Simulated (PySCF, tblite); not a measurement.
# C3H3ClN2OS: a rotation path, then NMR shifts on frames, part 1 of 2

Aim: move C3H3ClN2OS (`CSc1nc(Cl)no1`) away from its starting geometry and see how NMR shifts follow the geometry.

Computed with tblite 0.8.0 and PySCF 2.14.0, with density-fitted response routines of our own, on a single molecule in the gas phase. Atoms are numbered from 0 throughout.

## 1. The molecule as given

11 atoms, charge 0, multiplicity 1; geometry from: GFN2-xTB.

Bonds of the start (Å): C0–S1 1.82, S1–C2 1.71, C2–N3 1.31, N3–C4 1.36, C4–Cl5 1.67, C4–N6 1.30, N6–O7 1.37, O7–C2 1.34, C0–H8 1.08, C0–H9 1.08, C0–H10 1.08.

## 2. The rotation path with GFN2-xTB

Job settings and geometry (Å):

```
{"job": {"kind": "neb", "xc": "GFN2-xTB", "basis": "xTB", "atoms": [7, 2, 1, 0], "turn": 120}, "charge": 0, "multiplicity": 1}
C     -2.080970     0.398914     0.329066
S     -1.302585    -1.231383     0.528544
C      0.319264    -0.762753     0.258363
N      0.752886     0.441161    -0.006570
C      2.092472     0.241428    -0.123936
Cl     3.157082     1.483976    -0.467126
N      2.463879    -0.996861     0.053863
O      1.302868    -1.669500     0.306885
H     -3.145510     0.252597     0.476965
H     -1.677152     1.076985     1.072890
H     -1.876810     0.768106    -0.669978
```

With the program's defaults for keys left out, this is: GFN2-xTB climbing-image nudged elastic band, gas phase.

Started as:

```bash
OMP_NUM_THREADS=1 python probes_run.py task.json out
```

One launch serves the whole session: the jobs run in the order shown.

The log of the run:

```text
image   E - E0 / eV
  0      -0.0000
  1       0.0333
  2       0.1350
  3       0.2668
  4       0.3408
  5       0.2979
  6       0.1924
  7       0.0927
  8       0.0500
```

Run time: 3 s. Hardware: 1 thread of Intel Xeon Platinum 8488C, shared host; peak memory 0.19 GiB.

The final band, with the dihedral O7–C2–S1–C0:

```tsv
image	dihedral (°)	energy (eV)	energy (kcal/mol)
0	180	0.000	0.0
1	199	0.033	0.8
2	220	0.135	3.1
3	244	0.267	6.2
4	270	0.341	7.9
5	294	0.298	6.9
6	317	0.192	4.4
7	339	0.093	2.1
8	360	0.050	1.2
```

## 3. Shielding tensors: image 0, PBE0/pcSseg-1

Job settings and geometry (Å):

```
{"job": {"kind": "nmr", "xc": "PBE0", "basis": "pcSseg-1", "pop": false}, "charge": 0, "multiplicity": 1}
C     -2.081000     0.398900     0.329100
S     -1.302600    -1.231400     0.528500
C      0.319300    -0.762800     0.258400
N      0.752900     0.441200    -0.006600
C      2.092500     0.241400    -0.123900
Cl     3.157100     1.484000    -0.467100
N      2.463900    -0.996900     0.053900
O      1.302900    -1.669500     0.306900
H     -3.145500     0.252600     0.477000
H     -1.677200     1.077000     1.072900
H     -1.876800     0.768100    -0.670000
```

Method: GIAO PBE0/pcSseg-1 NMR shielding, non-relativistic, gas phase.

The log of the run:

```text
coarse grid: 11576 points
cycle   1  E = -1158.3655503565  dE =  1.664e+00  |g| = 5.864e-01  |ddm| = 3.407e+00
cycle   2  E = -1158.2848347846  dE =  8.072e-02  |g| = 8.784e-01  |ddm| = 8.942e-01
cycle   3  E = -1158.4349347794  dE = -1.501e-01  |g| = 1.089e-01  |ddm| = 5.581e-01
cycle   4  E = -1158.4361091609  dE = -1.174e-03  |g| = 7.559e-02  |ddm| = 1.241e-01
cycle   5  E = -1158.4373268674  dE = -1.218e-03  |g| = 1.402e-02  |ddm| = 6.400e-02
cycle   6  E = -1158.4373617372  dE = -3.487e-05  |g| = 5.717e-03  |ddm| = 1.371e-02
cycle   7  E = -1158.4373692475  dE = -7.510e-06  |g| = 1.408e-03  |ddm| = 6.043e-03
final grid: 106424 points
cycle   8  E = -1158.4941099714  dE = -2.628e-05  |g| = 1.124e-02  |ddm| = 2.628e-02
cycle   9  E = -1158.4940679676  dE =  4.200e-05  |g| = 1.847e-02  |ddm| = 1.808e-02
cycle  10  E = -1158.4941324826  dE = -6.451e-05  |g| = 2.724e-03  |ddm| = 1.244e-02
cycle  11  E = -1158.4941339759  dE = -1.493e-06  |g| = 5.782e-04  |ddm| = 2.178e-03
cycle  12  E = -1158.4941340407  dE = -6.487e-08  |g| = 2.032e-04  |ddm| = 5.304e-04
cycle  13  E = -1158.4941340487  dE = -7.907e-09  |g| = 5.771e-05  |ddm| = 1.694e-04
cycle  14  E = -1158.4941340494  dE = -7.217e-10  |g| = 2.209e-05  |ddm| = 6.858e-05
converged SCF energy = -1158.4941340494

GIAO shielding tensors (ppm)
atom      isotropic    diamagn.    paramagn.     s11        s22        s33       span
  0 C      164.531     250.892     -86.362    147.601    163.481    182.510     34.909
  1 S      491.719    1055.460    -563.741    283.629    463.206    728.322    444.693
  2 C       -2.512     258.861    -261.373    -60.553    -14.769     67.787    128.341
  3 N       -7.400     327.609    -335.008   -130.426    -69.079    177.305    307.731
  4 C       14.664     252.251    -237.586    -76.259     51.120     69.132    145.391
  5 Cl     776.719    1144.378    -367.659    578.459    756.131    995.567    417.108
  6 N     -126.818     316.876    -443.693   -315.915   -109.579     45.042    360.957
  7 O      -64.737     400.099    -464.836   -192.012    -96.863     94.662    286.674
  8 H       29.469      27.966       1.503     24.316     26.494     37.598     13.281
  9 H       28.764      29.980      -1.216     24.042     26.697     35.553     11.511
 10 H       28.759      30.278      -1.519     24.034     26.699     35.545     11.511
```

Run time: 22 s. Hardware: 1 thread of Intel Xeon Platinum 8488C, shared host; peak memory 0.74 GiB.

The references, computed at this level on geometries of the same kind, shield at (ppm): ¹H TMS 31.72, ¹³C TMS 186.9, ¹⁵N NH3 267.7, ¹⁷O H2O 336.1, ³³S CS2 504, ³⁵Cl HCl 950. Their shielding less the atom's gives the shift. The references are single molecules in the gas phase, so shifts against H2O, NH3, PH3, H3PO4 or CFCl3 are not on the usual liquid scales and can be off by tens of ppm. Each atom is listed at this fixed geometry, with no averaging over motion; a spectrum would average atoms that exchange fast.

```tsv
atoms	environment	σ (ppm)	δ (ppm)
C2	aromatic carbon bearing sulfur	-2.5	189.4
C4	aromatic carbon bearing chlorine	14.7	172.3
C0	methyl carbon bonded to S	164.5	22.4
H10	hydrogen on a methyl carbon bonded to S	28.76	2.96
H9	hydrogen on a methyl carbon bonded to S	28.76	2.95
H8	hydrogen on a methyl carbon bonded to S	29.47	2.25
S1	sulfide sulfur	492	12
N6	pyridine-type nitrogen of an azole	-126.8	394.5
N3	pyridine-type nitrogen of an azole	-7.4	275.1
Cl5	chlorine bonded to C	777	173
O7	aromatic ring oxygen	-64.7	400.8
```

Ring of atoms C2, N3, C4, N6, O7: NICS(0) -9.5, NICS(1) -9.3, NICS(1)zz -21.9 ppm (means of both faces).

The fields below are evaluated on a grid from the run's orbitals.

Frontier orbitals at PBE0/pcSseg-1, with the share of their density that lies nearest to each atom:

```tsv
orbital	energy (eV)	lies on
HOMO	-7.42	S1 48 %; N6 20 %; N3 9 %
LUMO	-1.00	C2 30 %; N6 21 %; O7 15 %
```

ELF in a plane through or near 9 of the atoms.

Ten even steps from ' ' (0.00) to '@' (1.00):
```
                                                        
                                                        
                                ....                    
                  ::==--..    ::++++==..                
                  ++%%##--    ++%%%%##==..              
        ::**++--..##%%%%==  ::**++##%%**..              
        **%%@@%%++##----**--**::##==++==                
      ..**@@@@##..##**%%++::@@==**==++--    ::..        
        --##%%====++..--::**##**--##%%==**@@@@%%..      
          ..--**%%##::++%%**--::++%%++**@@@@@@@@==      
            ..----==##**--##--  ::==@@::@@@@@@@@==      
    ..==**++++**==..%%==++%%**  ::**----##@@@@%%..      
    --##%%%%++**%%++==##@@@@##  ..==++==::----..        
    --##@@==##==**==  --%%%%**    ..::..                
    ::**%%--**--##**    ==++::                          
      ::++##%%@@@@##::                                  
        ..--**####++::                                  
          ..::----::                                    
                                                        
                                                        
```
The map spans 11.5 Å across and 8.7 Å up, centred on the molecule. Atoms in the plane (x, y in Å): C0 (2.1, -0.3), S1 (1.2, 1.3), C2 (-0.4, 0.8), N3 (-0.7, -0.5), C4 (-2.1, -0.4), Cl5 (-3.1, -1.7), N6 (-2.5, 0.8), O7 (-1.4, 1.6), H8 (3.2, 0.0).

On the surface of density 0.002 e/bohr³ the electrostatic potential runs, from the 1st to the 99th percentile, from -1.41 V near N6 to 1.46 V near H8.

## 4. Shielding tensors: image 2, PBE0/pcSseg-1

Job settings and geometry (Å):

```
{"job": {"kind": "nmr", "xc": "PBE0", "basis": "pcSseg-1", "pop": false}, "charge": 0, "multiplicity": 1}
C     -2.131800     0.352500     0.266900
S     -1.236400    -1.104500     0.891700
C      0.354600    -0.660000     0.404700
N      0.924000     0.512900     0.455800
C      2.162900     0.251700    -0.041500
Cl     3.354300     1.414400    -0.189400
N      2.343400    -0.997100    -0.380200
O      1.162300    -1.603400    -0.091200
H     -3.156000     0.254200     0.609800
H     -1.675400     1.257500     0.650000
H     -2.096500     0.324400    -0.817800
```

Level: GIAO PBE0/pcSseg-1 NMR shielding, non-relativistic, gas phase.

The log of the run:

```text
coarse grid: 11576 points
cycle   1  E = -1158.3620351940  dE =  1.660e+00  |g| = 5.829e-01  |ddm| = 3.405e+00
cycle   2  E = -1158.2827989626  dE =  7.924e-02  |g| = 8.720e-01  |ddm| = 9.023e-01
cycle   3  E = -1158.4311038489  dE = -1.483e-01  |g| = 1.100e-01  |ddm| = 5.654e-01
cycle   4  E = -1158.4323019818  dE = -1.198e-03  |g| = 7.689e-02  |ddm| = 1.277e-01
cycle   5  E = -1158.4335629956  dE = -1.261e-03  |g| = 1.411e-02  |ddm| = 6.540e-02
cycle   6  E = -1158.4335976486  dE = -3.465e-05  |g| = 5.895e-03  |ddm| = 1.369e-02
cycle   7  E = -1158.4336055586  dE = -7.910e-06  |g| = 1.558e-03  |ddm| = 6.112e-03
final grid: 106424 points
cycle   8  E = -1158.4904654333  dE = -2.464e-05  |g| = 1.139e-02  |ddm| = 2.487e-02
cycle   9  E = -1158.4904210822  dE =  4.435e-05  |g| = 1.893e-02  |ddm| = 1.844e-02
cycle  10  E = -1158.4904883554  dE = -6.727e-05  |g| = 2.845e-03  |ddm| = 1.272e-02
cycle  11  E = -1158.4904900024  dE = -1.647e-06  |g| = 5.674e-04  |ddm| = 2.319e-03
cycle  12  E = -1158.4904900641  dE = -6.171e-08  |g| = 1.988e-04  |ddm| = 5.183e-04
cycle  13  E = -1158.4904900717  dE = -7.575e-09  |g| = 5.886e-05  |ddm| = 1.706e-04
cycle  14  E = -1158.4904900724  dE = -7.353e-10  |g| = 2.273e-05  |ddm| = 6.963e-05
converged SCF energy = -1158.4904900724

GIAO shielding tensors (ppm)
atom      isotropic    diamagn.    paramagn.     s11        s22        s33       span
  0 C      163.172     250.769     -87.598    141.282    161.558    186.675     45.393
  1 S      517.599    1055.273    -537.674    315.776    472.881    764.138    448.362
  2 C       -2.082     258.536    -260.618    -61.985     -9.429     65.167    127.152
  3 N      -19.462     327.155    -346.617   -170.711    -72.595    184.922    355.634
  4 C       13.807     253.527    -239.720    -77.252     49.922     68.752    146.004
  5 Cl     773.467    1144.294    -370.827    574.765    750.593    995.044    420.279
  6 N     -127.874     317.337    -445.211   -330.552   -110.506     57.436    387.988
  7 O      -87.154     400.334    -487.488   -222.656   -127.970     89.163    311.818
  8 H       29.532      28.127       1.405     24.771     26.200     37.625     12.854
  9 H       28.446      29.967      -1.521     22.870     27.687     34.781     11.912
 10 H       28.968      30.187      -1.218     23.763     27.118     36.024     12.262
```

Run time: 17 s. Hardware: 1 thread of Intel Xeon Platinum 8488C, shared host; peak memory 0.87 GiB.

Key values: δ C2 189.0, C4 173.1, C0 23.8, S1 -14, H9 3.27, H10 2.75 ppm.

(Continued in part 2 of 2.)
